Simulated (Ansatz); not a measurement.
# CH5GaO: the cost of one run

Method: RHF/def2-SVP, in Ansatz 0.2.0.

1 further run of the same task is left out (it didn't finish).

## (1) Starting point

Bond lengths: Ga1–H2 1.770 Å, Ga1–C3 2.180 Å, C3–H4 1.110 Å, C3–H5 1.110 Å, C3–H6 1.110 Å, Ga1–O7 1.790 Å, O7–H8 1.010 Å. Angles: H2–Ga1–C3 43.9°, H2–Ga1–O7 155.6°, C3–Ga1–O7 160.4°, Ga1–C3–H4 105.3°, Ga1–C3–H5 73.7°, Ga1–C3–H6 141.1°, H4–C3–H5 109.4°, H4–C3–H6 109.4°, H5–C3–H6 109.4°, Ga1–O7–H8 109.5°.

As a file:

```xyz
8

Ga    0.0000    0.0000    0.0000
H     1.0314    0.0000    1.4384
C     2.1439    0.0000    0.3949
H     2.4735   -1.0462    0.2247
H     2.0074    0.5080   -0.5825
H     2.9135    0.5381    0.9867
O    -1.5501    0.0000   -0.8950
H    -2.0598   -0.8467   -0.6865
```

## (2) A restrained relaxation towards end A

Springs on the bonds that form and break draw the guess towards this end; the thresholds are loose.

input.yaml

```yaml
crystal:
  periodic: [false, false, false]
  atoms:
    - { symbol: Ga, position_ang: [0.0, 0.0, 0.0] }
    - { symbol: H, position_ang: [1.0314, 0.0, 1.4384] }
    - { symbol: C, position_ang: [2.1439, 0.0, 0.3949] }
    - { symbol: H, position_ang: [2.4735, -1.0462, 0.2247] }
    - { symbol: H, position_ang: [2.0074, 0.508, -0.5825] }
    - { symbol: H, position_ang: [2.9135, 0.5381, 0.9867] }
    - { symbol: O, position_ang: [-1.5501, 0.0, -0.895] }
    - { symbol: H, position_ang: [-2.0598, -0.8467, -0.6865] }
basis:
  gaussian: { orbitals: def2-SVP }
hamiltonian:
  xc: hf
relax:
  f_tol: 0.15
  max_steps: 25
  restrain:
    - { distance: [1, 2], at: 2.31, k: 30.0 }
    - { distance: [0, 1], at: 1.57, k: 30.0 }
    - { distance: [0, 2], at: 1.98, k: 30.0 }
```

The run is started by

```bash
> ansatz run input.yaml --threads 1 --pin off --max-ram 2048MiB --backend cpu --events-out ev --progress --plain --runs-dir out
```

Q: Estimate wall time and peak memory on 1 thread of Arm Neoverse V2, shared host.

About 14 s, with a peak of 0.15 GiB.
